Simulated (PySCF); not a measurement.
# [Dy(H2O)3]3+: other functionals and bases at one geometry

Aim: see how levels, charges and forces of [Dy(H2O)3]3+ depend on the level of theory. The structure is generated, not taken from experiment.

The runs use PySCF 2.14.0; several levels, as the steps say, no spin–orbit coupling.

3 further runs of the same task are left out: 2 for a known fault of the program, 1 that didn't finish.

## 1. The starting structure

10 atoms, charge 3, spin multiplicity 1.

Bond lengths: Dy1–O2 2.260 Å, Dy1–O5 2.260 Å, Dy1–O8 2.260 Å, O2–H3 0.991 Å, O2–H4 0.991 Å, O5–H6 0.991 Å, O5–H7 0.991 Å, O8–H9 0.991 Å, O8–H10 0.991 Å. Angles: O2–Dy1–O5 120.0°, O2–Dy1–O8 120.0°, O5–Dy1–O8 120.0°, Dy1–O2–H3 128.7°, Dy1–O2–H4 128.7°, H3–O2–H4 102.6°, Dy1–O5–H6 128.7°, Dy1–O5–H7 128.7°, H6–O5–H7 102.6°, Dy1–O8–H9 128.7°, Dy1–O8–H10 128.7°, H9–O8–H10 102.6°.

As a file:

```xyz
10
charge 3, multiplicity 1
Dy    0.0000    0.0000    0.0000
O     2.2598    0.0000    0.0000
H     2.8797    0.7542    0.1711
H     2.8797   -0.7543   -0.1711
O    -1.1299    1.9571    0.0000
H    -2.0930    2.1168    0.1711
H    -0.7866    2.8710   -0.1711
O    -1.1299   -1.9571    0.0000
H    -0.7867   -2.8710    0.1711
H    -2.0931   -2.1167   -0.1711
```

Formal oxidation states: Dy +3. Each metal's 9 4f electrons lie in its core potential, so multiplicities, spins and levels count the valence alone. An earlier session relaxed this geometry at r2SCAN, Dy lcecp-1-SVP with ECP55, O def2-SVP, H def2-SVP (singlet, point group D3).

At r2SCAN on the finer grid: E = -265.012124 Eh, HOMO -23.86 eV, LUMO -17.40 eV, Mulliken charge on Dy1 +1.96 e, largest force component 0.065 eV/Å. 

Levels to run: revPBE; TPSSh; BLYP; HF; r2SCAN, TZVP. Hardware: 2 threads of Arm Neoverse V2, shared host.

## 2. revPBE

Input file run.py (the lines that set the calculation):

```python
mol = gto.M(atom='''
Dy     0.00000     0.00000     0.00000
O      2.25982    -0.00001     0.00000
H      2.87968     0.75423     0.17110
H      2.87967    -0.75427    -0.17110
O     -1.12990     1.95707     0.00000
H     -2.09303     2.11676     0.17110
H     -0.78662     2.87101    -0.17110
O     -1.12992    -1.95706     0.00000
H     -0.78666    -2.87100     0.17110
H     -2.09306    -2.11674    -0.17110''',
    basis={'Dy': 'lcecp-1-SVP', 'O': 'def2-SVP', 'H': 'def2-SVP'},
    ecp={'Dy': 'lcecp-1-SVP'},
    charge=3, spin=0)
mf = dft.RKS(mol, xc='PBE_R,PBE')
mf.grids.atom_grid = (75, 302)  # f atoms: unpruned, at least (60, 302)
mf = mf.density_fit()  # fitting sets: Dy AutoAux, O def2-universal-JKFIT, H def2-universal-JKFIT
mf.conv_tol = 1e-08; mf.max_cycle = 55
mf.kernel(dm0)  # dm0: the density of the relaxed state
```

Started as:

```bash
> OMP_NUM_THREADS=2 python run.py
```

Log:

```text
init E= -265.069943201049
  HOMO = -0.852778144719246  LUMO = -0.663320928861774  gap/eV = 5.15539
cycle= 1 E= -265.070698275882  delta_E= -0.000755  |g|= 0.0778  |ddm|= 0.206
  HOMO = -0.872595005688708  LUMO = -0.653675721791861  gap/eV = 5.95710
cycle= 2 E= -265.066651167868  delta_E= 0.00405  |g|= 0.164  |ddm|= 0.174
  HOMO = -0.859863910686067  LUMO = -0.657814859865361  gap/eV = 5.49803
cycle= 3 E= -265.07203254909  delta_E= -0.00538  |g|= 0.00544  |ddm|= 0.106
  HOMO = -0.859841316822775  LUMO = -0.659120247120004  gap/eV = 5.46190
cycle= 4 E= -265.072043158786  delta_E= -1.06e-05  |g|= 0.000881  |ddm|= 0.00909
  HOMO = -0.859755736870083  LUMO = -0.659019438923449  gap/eV = 5.46231
cycle= 5 E= -265.072043325599  delta_E= -1.67e-07  |g|= 0.000105  |ddm|= 0.000756
  HOMO = -0.859746136503934  LUMO = -0.659019067964339  gap/eV = 5.46206
cycle= 6 E= -265.072043327625  delta_E= -2.03e-09  |g|= 3.18e-06  |ddm|= 6.75e-05
  HOMO = -0.8597467569387  LUMO = -0.659019119925267  gap/eV = 5.46208
Extra cycle  E= -265.072043327625  delta_E= 2.27e-13  |g|= 3.56e-06  |ddm|= 4.45e-06
converged SCF energy = -265.072043327625
```

It took 4.8 s on 2 threads of Arm Neoverse V2, shared host.

Read off: E = -265.072043 Eh, HOMO -23.39 eV, LUMO -17.93 eV, Mulliken charge on Dy1 +1.85 e, largest force component 0.329 eV/Å. 

## 3. TPSSh

Changes to run.py (the lines that set the calculation) since step 2:

```diff
@@ -14,3 +14,3 @@
     charge=3, spin=0)
-mf = dft.RKS(mol, xc='PBE_R,PBE')
+mf = dft.RKS(mol, xc='TPSSH')
 mf.grids.atom_grid = (75, 302)  # f atoms: unpruned, at least (60, 302)
```

Started as:

```bash
> OMP_NUM_THREADS=2 python run.py
```

Log:

```text
init E= -265.101475319561
  HOMO = -0.890577908671097  LUMO = -0.638749812613947  gap/eV = 6.85259
cycle= 1 E= -265.102124666662  delta_E= -0.000649  |g|= 0.00446  |ddm|= 0.0619
  HOMO = -0.891978159988869  LUMO = -0.639391330522581  gap/eV = 6.87324
cycle= 2 E= -265.102123604996  delta_E= 1.06e-06  |g|= 0.00533  |ddm|= 0.0062
  HOMO = -0.891341418581796  LUMO = -0.639269308941229  gap/eV = 6.85923
cycle= 3 E= -265.102128456389  delta_E= -4.85e-06  |g|= 0.00109  |ddm|= 0.00359
  HOMO = -0.891413155762691  LUMO = -0.63911173481387  gap/eV = 6.86547
cycle= 4 E= -265.102128705603  delta_E= -2.49e-07  |g|= 0.000224  |ddm|= 0.0012
  HOMO = -0.891410284524893  LUMO = -0.639159630819045  gap/eV = 6.86409
cycle= 5 E= -265.102128720421  delta_E= -1.48e-08  |g|= 9.47e-06  |ddm|= 0.000292
  HOMO = -0.891410940089592  LUMO = -0.639160268066328  gap/eV = 6.86409
cycle= 6 E= -265.102128720436  delta_E= -1.47e-11  |g|= 1.72e-06  |ddm|= 1.01e-05
  HOMO = -0.891411278203671  LUMO = -0.639159899078395  gap/eV = 6.86411
Extra cycle  E= -265.102128720437  delta_E= -1.25e-12  |g|= 2.67e-06  |ddm|= 3.47e-06
converged SCF energy = -265.102128720437
```

It took 7.2 s on 2 threads of Arm Neoverse V2, shared host.

It gives: E = -265.102129 Eh, HOMO -24.26 eV, LUMO -17.39 eV, Mulliken charge on Dy1 +1.94 e, largest force component 0.154 eV/Å. 

## 4. BLYP

Changes to run.py (the lines that set the calculation) since step 3:

```diff
@@ -14,3 +14,3 @@
     charge=3, spin=0)
-mf = dft.RKS(mol, xc='TPSSH')
+mf = dft.RKS(mol, xc='BLYP')
 mf.grids.atom_grid = (75, 302)  # f atoms: unpruned, at least (60, 302)
```

Started as:

```bash
> OMP_NUM_THREADS=2 python run.py
```

Log:

```text
init E= -265.031319842324
  HOMO = -0.85226970149174  LUMO = -0.666724888385708  gap/eV = 5.04893
cycle= 1 E= -265.035084907667  delta_E= -0.00377  |g|= 0.0325  |ddm|= 0.254
  HOMO = -0.86155789614528  LUMO = -0.657357395069234  gap/eV = 5.55658
cycle= 2 E= -265.034381835099  delta_E= 0.000703  |g|= 0.0694  |ddm|= 0.106
  HOMO = -0.856824069356263  LUMO = -0.660708216971764  gap/eV = 5.33658
cycle= 3 E= -265.035459275496  delta_E= -0.00108  |g|= 0.00763  |ddm|= 0.0509
  HOMO = -0.857264963149416  LUMO = -0.662592085006  gap/eV = 5.29732
cycle= 4 E= -265.035480652054  delta_E= -2.14e-05  |g|= 0.00189  |ddm|= 0.0122
  HOMO = -0.857052066831396  LUMO = -0.662581663404858  gap/eV = 5.29181
cycle= 5 E= -265.035481347719  delta_E= -6.96e-07  |g|= 9.57e-05  |ddm|= 0.00122
  HOMO = -0.857041363348998  LUMO = -0.662569988062839  gap/eV = 5.29184
cycle= 6 E= -265.035481349423  delta_E= -1.7e-09  |g|= 5.01e-06  |ddm|= 8.27e-05
  HOMO = -0.857040302902971  LUMO = -0.662569552565404  gap/eV = 5.29182
Extra cycle  E= -265.035481349416  delta_E= 7.28e-12  |g|= 8.26e-06  |ddm|= 9.15e-06
converged SCF energy = -265.035481349416
```

It took 4.7 s on 2 threads of Arm Neoverse V2, shared host.

It gives: E = -265.035481 Eh, HOMO -23.32 eV, LUMO -18.03 eV, Mulliken charge on Dy1 +1.81 e, largest force component 0.452 eV/Å. 

## 5. HF

Changes to run.py (the lines that set the calculation) since step 4:

```diff
@@ -14,4 +14,3 @@
     charge=3, spin=0)
-mf = dft.RKS(mol, xc='BLYP')
-mf.grids.atom_grid = (75, 302)  # f atoms: unpruned, at least (60, 302)
+mf = scf.RHF(mol)
 mf = mf.density_fit()  # fitting sets: Dy AutoAux, O def2-universal-JKFIT, H def2-universal-JKFIT
```

Started as:

```bash
> OMP_NUM_THREADS=2 python run.py
```

Log:

```text
init E= -263.546653255744
  HOMO = -1.10439078497785  LUMO = -0.492481503589605  gap/eV = 16.65090
cycle= 1 E= -263.5711937247  delta_E= -0.0245  |g|= 0.0532  |ddm|= 0.374
  HOMO = -1.10363887453314  LUMO = -0.508351265344437  gap/eV = 16.19860
cycle= 2 E= -263.57222460557  delta_E= -0.00103  |g|= 0.0111  |ddm|= 0.0729
  HOMO = -1.10498085987822  LUMO = -0.508298684617888  gap/eV = 16.23655
cycle= 3 E= -263.572308488577  delta_E= -8.39e-05  |g|= 0.00488  |ddm|= 0.02
  HOMO = -1.10423681755956  LUMO = -0.508714579410569  gap/eV = 16.20499
cycle= 4 E= -263.572315506837  delta_E= -7.02e-06  |g|= 0.00132  |ddm|= 0.00503
  HOMO = -1.10458939820438  LUMO = -0.508898891259108  gap/eV = 16.20956
cycle= 5 E= -263.5723165323  delta_E= -1.03e-06  |g|= 0.000342  |ddm|= 0.00202
  HOMO = -1.10461693095972  LUMO = -0.508865178008151  gap/eV = 16.21123
cycle= 6 E= -263.572316613054  delta_E= -8.08e-08  |g|= 6.36e-05  |ddm|= 0.000639
  HOMO = -1.10462786807538  LUMO = -0.50886409575951  gap/eV = 16.21156
cycle= 7 E= -263.572316615391  delta_E= -2.34e-09  |g|= 9.71e-06  |ddm|= 0.000101
  HOMO = -1.10462825191175  LUMO = -0.50886443569901  gap/eV = 16.21156
Extra cycle  E= -263.572316615438  delta_E= -4.72e-11  |g|= 3.66e-06  |ddm|= 1.02e-05
converged SCF energy = -263.572316615438
```

Run time: 2.2 s. Hardware: 2 threads of Arm Neoverse V2, shared host.

Result: E = -263.572317 Eh, HOMO -30.06 eV, LUMO -13.85 eV, Mulliken charge on Dy1 +2.27 e, largest force component 1.537 eV/Å. 

## 6. r2SCAN, TZVP

Basis: Dy lcecp-1-TZVP with ECP55, O def2-TZVP, H def2-TZVP. 

Changes to run.py (the lines that set the calculation) since step 5:

```diff
@@ -11,8 +11,9 @@
 H     -2.09306    -2.11674    -0.17110''',
-    basis={'Dy': 'lcecp-1-SVP', 'O': 'def2-SVP', 'H': 'def2-SVP'},
-    ecp={'Dy': 'lcecp-1-SVP'},
+    basis={'Dy': 'lcecp-1-TZVP', 'O': 'def2-TZVP', 'H': 'def2-TZVP'},
+    ecp={'Dy': 'lcecp-1-TZVP'},
     charge=3, spin=0)
-mf = scf.RHF(mol)
+mf = dft.RKS(mol, xc='R2SCAN')
+mf.grids.atom_grid = (75, 302)  # f atoms: unpruned, at least (60, 302)
 mf = mf.density_fit()  # fitting sets: Dy AutoAux, O def2-universal-JKFIT, H def2-universal-JKFIT
 mf.conv_tol = 1e-08; mf.max_cycle = 55
-mf.kernel(dm0)  # dm0: the density of the relaxed state
+mf.kernel(dm0)  # dm0: free metal ions and neutral atoms
```

Started as:

```bash
> OMP_NUM_THREADS=2 python run.py
```

Log:

```text
init E= -256.134054232988
  HOMO = -1.33840413334416  LUMO = -0.727215878988755  gap/eV = 16.63128
cycle= 1 E= -263.175493548723  delta_E= -7.04  |g|= 3.77  |ddm|= 2.41
  HOMO = -0.629015021000349  LUMO = -0.505028631765508  gap/eV = 3.37384
cycle= 2 E= -250.403228495556  delta_E= 12.8  |g|= 6.85  |ddm|=    5
  HOMO = -0.90341747707492  LUMO = -0.493909503089345  gap/eV = 11.14328
cycle= 3 E= -264.978467279105  delta_E= -14.6  |g|= 1.01  |ddm|= 4.89
  HOMO = -0.897534523820532  LUMO = -0.656417416558795  gap/eV = 6.56113
cycle= 4 E= -265.271769414521  delta_E= -0.293  |g|= 0.277  |ddm|= 1.49
  HOMO = -0.87043957075425  LUMO = -0.631463478516931  gap/eV = 6.50287
cycle= 5 E= -265.286333994689  delta_E= -0.0146  |g|= 0.0561  |ddm|= 0.23
  HOMO = -0.875717774388143  LUMO = -0.637876791948604  gap/eV = 6.47198
cycle= 6 E= -265.28694206923  delta_E= -0.000608  |g|= 0.00685  |ddm|= 0.0338
  HOMO = -0.876584478704773  LUMO = -0.638151116128188  gap/eV = 6.48810
cycle= 7 E= -265.286950308599  delta_E= -8.24e-06  |g|= 0.000847  |ddm|= 0.0063
  HOMO = -0.876491704849973  LUMO = -0.638028934370627  gap/eV = 6.48890
cycle= 8 E= -265.286950436719  delta_E= -1.28e-07  |g|= 7.94e-05  |ddm|= 0.000774
  HOMO = -0.876499435844035  LUMO = -0.638049330086721  gap/eV = 6.48856
cycle= 9 E= -265.286950438696  delta_E= -1.98e-09  |g|= 1.61e-05  |ddm|= 8.39e-05
  HOMO = -0.876499947124  LUMO = -0.638048213529078  gap/eV = 6.48860
Extra cycle  E= -265.286950438593  delta_E= 1.03e-10  |g|= 2.93e-05  |ddm|= 2.02e-05
converged SCF energy = -265.286950438593
```

Run time: 20 s. Hardware: 2 threads of Arm Neoverse V2, shared host.

Read off: E = -265.286950 Eh, HOMO -23.85 eV, LUMO -17.36 eV, Mulliken charge on Dy1 +2.22 e, largest force component 0.270 eV/Å. 

## 7. Results

| level | state | HOMO (eV) | gap (eV) | charge on Dy1 (e) | dipole (D) | largest force (eV/Å) | basis functions | time |
| --- | --- | --- | --- | --- | --- | --- | --- | --- |
| r2SCAN (relaxed here) | singlet | -23.86 | 6.46 | 1.96 | 0.00 | 0.07 | 105 | 29 s |
| revPBE | singlet | -23.39 | 5.46 | 1.85 | 0.00 | 0.33 | 105 | 4.8 s |
| TPSSh | singlet | -24.26 | 6.86 | 1.94 | 0.00 | 0.15 | 105 | 7.2 s |
| BLYP | singlet | -23.32 | 5.29 | 1.81 | 0.00 | 0.45 | 105 | 4.7 s |
| HF | singlet | -30.06 | 16.21 | 2.27 | 0.00 | 1.54 | 105 | 2.2 s |
| r2SCAN, TZVP | singlet | -23.85 | 6.49 | 2.22 | 0.00 | 0.27 | 176 | 20 s |

Times are on 2 threads of Arm Neoverse V2, shared host; the first row also made further properties. The dipole of a charged species depends on the origin, so these sizes hold for this origin alone.

In one basis the HOMO–LUMO gap runs from 5.29 eV (BLYP) to 16.21 eV (HF). The largest leftover force, 1.54 eV/Å with HF, stands at a geometry relaxed at another level. The Mulliken charge on Dy spans +1.81 to +2.27 e over the levels. With 4f in the core, its levels are missing from HOMO and gap. Total energies of different levels can't be compared. Spin–orbit coupling is left out throughout.
